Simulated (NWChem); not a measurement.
**the pair AlH3···BHF2, step by step**

Wanted: a single-point energy (singlet AlBH4F2, TPSS-D3(0)/3-21G), then the energy (singlet AlH3, TPSS-D3(0)/3-21G), then a single-point energy (singlet BHF2, TPSS-D3(0)/3-21G), then a single-point energy (singlet AlH3, TPSS-D3(0)/3-21G), then a single-point energy (singlet BHF2, TPSS-D3(0)/3-21G) of AlBF2H4 and its partners. 

The calculation is run with NWChem 7.3.0.

**1. The molecule**

AlBH4F2: 8 atoms, total charge 0, spin state singlet. The two molecules were placed rigidly side by side, at 1.3 times their contact distance; the pair isn't optimised.

Bond lengths: F5–B6 1.313 Å, B6–F7 1.313 Å, Al1–H2 1.586 Å, Al1–H3 1.586 Å, Al1–H4 1.586 Å, B6–H8 1.191 Å. Angles: F5–B6–F7 118.1°, F5–B6–H8 121.0°, F7–B6–H8 121.0°, H2–Al1–H3 120.0°, H2–Al1–H4 120.0°, H3–Al1–H4 120.0°.

**2. The energy at TPSS-D3(0)/3-21G (run 1)**

geom.nw

```
start geom
title "AlBF2H4 energy"
memory 2200 mb

geometry units angstroms noautosym nocenter noautoz
 Al   -0.000170    0.000250   -0.000030
 H     0.619320    0.685950    1.288680
 H    -1.354680   -0.816950    0.110180
 H     0.735520    0.130750   -1.398820
 F     3.997510   -1.468900   -2.270780
 B     4.044270   -2.444680   -1.393080
 F     4.485200   -3.615120   -1.793130
 H     3.696760   -2.272880   -0.266620
end

basis spherical bse
 Al library 3-21G
 H library 3-21G
 F library 3-21G
 B library 3-21G
end

dft
 xc xtpss03 ctpss03
 disp vdw 3
 grid fine
 convergence energy 1e-08
 iterations 100
 mulliken
 print low
end

task dft energy
```

Run with:

```bash
$ nwchem geom.nw > geom.out
```

The log of the run:

```text
[...]
 d= 0,ls=0.0,diis     1   -466.8109771890 -5.81D+02  2.89D-02  6.78D-01     1.0
[...]
 d= 0,ls=0.0,diis     8   -466.9121819637  3.05D-09  4.24D-06  1.50D-07     5.3
         Total DFT energy =     -466.912181963692
      One electron energy =     -875.201040405303
           Coulomb energy =      338.984029790162
    Exchange-Corr. energy =      -45.054523459356
 Nuclear repulsion energy =      114.360913722975
    Dispersion correction =       -0.001561612171
[...]
      Total Density - Mulliken Population Analysis
     ---------------------------------------------
    Atom       Charge   Shell Charges
 -----------   ------   -------------------------------------------------------
    1 Al  13    12.41   2.00  1.98  5.86  0.73  1.15  0.40  0.30
    2 H    1     1.20   0.41  0.78
    3 H    1     1.20   0.41  0.79
    4 H    1     1.20   0.41  0.79
    5 F    9     9.23   1.98  0.45  2.49  1.52  2.79
    6 B    5     4.45   1.98  0.43  1.21  0.34  0.49
    7 F    9     9.23   1.98  0.45  2.49  1.51  2.79
    8 H    1     1.08   0.47  0.62
[...]
```

Run time: 6.6 s. Hardware: 1 thread of Intel Xeon Platinum 8259CL at 2.50GHz (Skylake/Cascade Lake), shared host; peak memory 0.12 GiB.

**3. AlH3: a single-point energy at TPSS-D3(0)/3-21G (run 2)**

alh3.nw

```
echo
start alh3
title "AlH3"
memory 2200 mb
charge 0

geometry units angstrom noautosym nocenter noautoz
  Al    -0.000170     0.000250    -0.000030
  H      0.619320     0.685950     1.288680
  H     -1.354680    -0.816950     0.110180
  H      0.735520     0.130750    -1.398820
end

basis spherical bse
  * library 3-21G
end

dft
  xc xtpss03 ctpss03
  disp vdw 3
  grid fine
  convergence energy 1e-08
  maxiter 100
  mulliken
  print low
end

task dft energy
```

Run with:

```bash
$ nwchem alh3.nw > alh3.out
```

The log of the run:

```text
[...]
 d= 0,ls=0.0,diis     1   -242.8568306804 -2.56D+02  1.81D-02  4.80D-02     0.3
[...]
 d= 0,ls=0.0,diis     6   -242.8668502424 -2.14D-09  1.22D-07  9.59D-12     1.3
         Total DFT energy =     -242.866850242409
      One electron energy =     -364.047756117900
           Coulomb energy =      127.299220490619
    Exchange-Corr. energy =      -19.710140510268
 Nuclear repulsion energy =       13.592191804109
    Dispersion correction =       -0.000365908970
[...]
      Total Density - Mulliken Population Analysis
     ---------------------------------------------
    Atom       Charge   Shell Charges
 -----------   ------   -------------------------------------------------------
    1 Al  13    12.41   2.00  1.98  5.86  0.73  1.15  0.39  0.30
    2 H    1     1.20   0.41  0.79
    3 H    1     1.20   0.41  0.79
    4 H    1     1.20   0.41  0.79
[...]
```

Run time: 1.9 s. Hardware: 1 thread of Intel Xeon Platinum 8259CL at 2.50GHz (Skylake/Cascade Lake), shared host; peak memory 0.12 GiB.

**4. BHF2: a single-point energy at TPSS-D3(0)/3-21G (run 3)**

bf2h.nw

```
start bf2h
title "BF2H"
memory 2200 mb

geometry units angstroms noautosym nocenter noautoz
  F     3.997510   -1.468900   -2.270780
  B     4.044270   -2.444680   -1.393080
  F     4.485200   -3.615120   -1.793130
  H     3.696760   -2.272880   -0.266620
end

basis spherical bse
  * library 3-21G
end

dft
  xc xtpss03 ctpss03
  disp vdw 3
  grid fine
  convergence energy 1e-08
  maxiter 100
  mulliken
  print low
end

task dft energy
```

Run with:

```bash
$ nwchem bf2h.nw > bf2h.out
```

The log of the run:

```text
[...]
 d= 0,ls=0.0,diis     1   -223.9542891017 -2.86D+02  4.55D-02  6.26D-01     0.4
[...]
 d= 0,ls=0.0,diis    10   -224.0444134272 -3.07D-11  1.23D-07  7.50D-11     2.2
         Total DFT energy =     -224.044413427220
      One electron energy =     -433.467702350070
           Coulomb energy =      172.882238753480
    Exchange-Corr. energy =      -25.346799052984
 Nuclear repulsion energy =       61.888545528235
    Dispersion correction =       -0.000696305880
[...]
      Total Density - Mulliken Population Analysis
     ---------------------------------------------
    Atom       Charge   Shell Charges
 -----------   ------   -------------------------------------------------------
    1 F    9     9.23   1.98  0.45  2.49  1.51  2.79
    2 B    5     4.46   1.98  0.43  1.20  0.35  0.49
    3 F    9     9.23   1.98  0.45  2.49  1.51  2.79
    4 H    1     1.08   0.47  0.61
[...]
```

It took 2.8 s on 1 thread of Intel Xeon Platinum 8259CL at 2.50GHz (Skylake/Cascade Lake), shared host; peak memory 0.12 GiB.

**5. AlH3 among ghost functions: a single-point energy at TPSS-D3(0)/3-21G (with ghost functions) (run 4)**

alh3.nw

```
start alh3
memory 2200 mb
geometry units angstrom noautosym nocenter noautoz
  Al    -0.000170     0.000250    -0.000030
  H      0.619320     0.685950     1.288680
  H     -1.354680    -0.816950     0.110180
  H      0.735520     0.130750    -1.398820
  bqF      3.997510    -1.468900    -2.270780
  bqB      4.044270    -2.444680    -1.393080
  bqF      4.485200    -3.615120    -1.793130
  bqH      3.696760    -2.272880    -0.266620
end
basis spherical bse
  Al library 3-21G
  H library 3-21G
  bqF library F 3-21G
  bqB library B 3-21G
  bqH library H 3-21G
end
dft
  xc xtpss03 ctpss03
  disp vdw 3
  grid fine
  convergence energy 1e-08
  iterations 100
  mulliken
  noprint "final vectors analysis"
end
task dft energy
```

Run with:

```bash
$ nwchem alh3.nw > alh3.out
```

The log of the run:

```text
[...]
          Wavefunction type:  closed shell.
          No. of atoms     :     8
          No. of electrons :    16
[...]
          Charge           :     0
          Spin multiplicity:     1
[...]
          AO basis - number of functions:    48
[...]
              XC Information
              --------------
                  TPSS metaGGA Exchange Functional  1.000
             TPSS03 metaGGA Correlation Functional  1.000
[...]
 d= 0,ls=0.0,diis     1   -242.8570582263 -2.56D+02  7.17D-03  4.80D-02     0.9
[...]
 d= 0,ls=0.0,diis     6   -242.8670740571 -2.15D-09  4.70D-08  9.43D-12     4.0
         Total DFT energy =     -242.867074057061
      One electron energy =     -364.045414908788
           Coulomb energy =      127.296294849377
    Exchange-Corr. energy =      -19.709779892789
 Nuclear repulsion energy =       13.592191804109
    Dispersion correction =       -0.000365908970
[...]
      Total Density - Mulliken Population Analysis
     ---------------------------------------------
    Atom       Charge   Shell Charges
 -----------   ------   -------------------------------------------------------
    1 Al  13    12.41   2.00  1.98  5.86  0.73  1.15  0.39  0.30
    2 H    1     1.20   0.41  0.79
    3 H    1     1.20   0.41  0.79
    4 H    1     1.20   0.41  0.79
    5 X    0    -0.00   0.00  0.00 -0.00 -0.00 -0.00
    6 X    0     0.00  -0.00 -0.00 -0.00  0.00  0.00
    7 X    0    -0.00  -0.00 -0.00 -0.00 -0.00 -0.00
    8 X    0    -0.00  -0.00 -0.00
[...]
```

Wall time 4.8 s (1 thread of Intel Xeon Platinum 8259CL at 2.50GHz (Skylake/Cascade Lake), shared host); peak memory 0.12 GiB.

**6. BHF2 among ghost functions: the energy at TPSS-D3(0)/3-21G (with ghost functions) (run 5)**

bf2h.nw

```
echo
start bf2h
title "BF2H energy"
memory stack 880 mb heap 220 mb global 1100 mb
geometry units atomic noautosym nocenter noautoz
 F      7.55419908    -2.77581870    -4.29115229
 B      7.64256267    -4.61977566    -2.63253967
 F      8.47579961    -6.83158671    -3.38852461
 H      6.98586395    -4.29512071    -0.50383878
 bqAl    -0.000321     0.000472    -0.000057
 bqH      1.170345     1.296258     2.435252
 bqH     -2.559974    -1.543812     0.208210
 bqH      1.389931     0.247082    -2.643387
end
basis spherical bse
 F library 3-21G
 B library 3-21G
 H library 3-21G
 bqAl library Al 3-21G
 bqH library H 3-21G
end
dft
 xc xtpss03 ctpss03
 mult 1
 disp vdw 3
 grid fine
 convergence energy 1e-08
 iterations 100
 mulliken
 noprint "final vectors analysis"
end
task dft
```

Run with:

```bash
$ nwchem bf2h.nw > bf2h.out
```

The log of the run:

```text
[...]
          Wavefunction type:  closed shell.
          No. of atoms     :     8
          No. of electrons :    24
[...]
          Charge           :     0
          Spin multiplicity:     1
[...]
          AO basis - number of functions:    48
[...]
              XC Information
              --------------
                  TPSS metaGGA Exchange Functional  1.000
             TPSS03 metaGGA Correlation Functional  1.000
[...]
 d= 0,ls=0.0,diis     1   -223.9546226102 -2.86D+02  2.75D-02  6.26D-01     0.9
[...]
 d= 0,ls=0.0,diis    10   -224.0447869791 -1.31D-10  1.73D-07  4.08D-10     6.9
         Total DFT energy =     -224.044786979068
      One electron energy =     -433.459645773597
           Coulomb energy =      172.872947677657
    Exchange-Corr. energy =      -25.345933575630
 Nuclear repulsion energy =       61.888540998612
    Dispersion correction =       -0.000696306111
[...]
      Total Density - Mulliken Population Analysis
     ---------------------------------------------
    Atom       Charge   Shell Charges
 -----------   ------   -------------------------------------------------------
    1 F    9     9.23   1.98  0.45  2.49  1.52  2.79
    2 B    5     4.46   1.98  0.43  1.20  0.35  0.49
    3 F    9     9.23   1.98  0.45  2.49  1.51  2.79
    4 H    1     1.08   0.47  0.61
    5 X    0     0.00  -0.00 -0.00 -0.00 -0.00 -0.00  0.00  0.00
    6 X    0    -0.00   0.00 -0.00
    7 X    0    -0.00  -0.00 -0.00
    8 X    0    -0.00  -0.00 -0.00
[...]
```

Run time: 7.5 s. Hardware: 1 thread of Intel Xeon Platinum 8259CL at 2.50GHz (Skylake/Cascade Lake), shared host; peak memory 0.12 GiB.

**7. Summary of results**

| quantity | value |
| --- | --- |
| run 1, TPSS-D3(0)/3-21G: total energy | -466.91218 Eh |
| run 1, TPSS-D3(0)/3-21G: dispersion energy | -4.10 kJ/mol |
| AlH3: total energy | -242.86685 Eh |
| AlH3: dispersion energy | -0.96 kJ/mol |
| BHF2: total energy | -224.04441 Eh |
| BHF2: dispersion energy | -1.83 kJ/mol |
| AlH3 among ghost functions: total energy | -242.86707 Eh |
| AlH3 among ghost functions: dipole moment | 0.01 D |
| AlH3 among ghost functions: dispersion energy | -0.96 kJ/mol |
| BHF2 among ghost functions: total energy | -224.04479 Eh |
| BHF2 among ghost functions: dipole moment | 0.60 D |
| BHF2 among ghost functions: dispersion energy | -1.83 kJ/mol |
| interaction energy of the rigid parts AlH3 and BHF2 (parts in their own basis; closest atoms 3.74 Å apart) | -0.025 eV |
| interaction energy of the rigid parts AlH3 and BHF2 (parts in the whole basis, counterpoise; closest atoms 3.74 Å apart) | -0.009 eV |

The interaction energy of the rigid parts AlH3 and BHF2 (parts in their own basis; closest atoms 3.74 Å apart) is −0.02 eV (−2.4 kJ/mol): the parts attract. Without counterpoise this holds the superposition error of the basis. The interaction energy of the rigid parts AlH3 and BHF2 (parts in the whole basis, counterpoise; closest atoms 3.74 Å apart) is −0.01 eV (−0.2 kcal/mol). The basis-set superposition error is 1.6 kJ/mol. Mulliken charges (AlH3) run from -0.20 on H2 to +0.59 on Al1; they depend strongly on the basis.
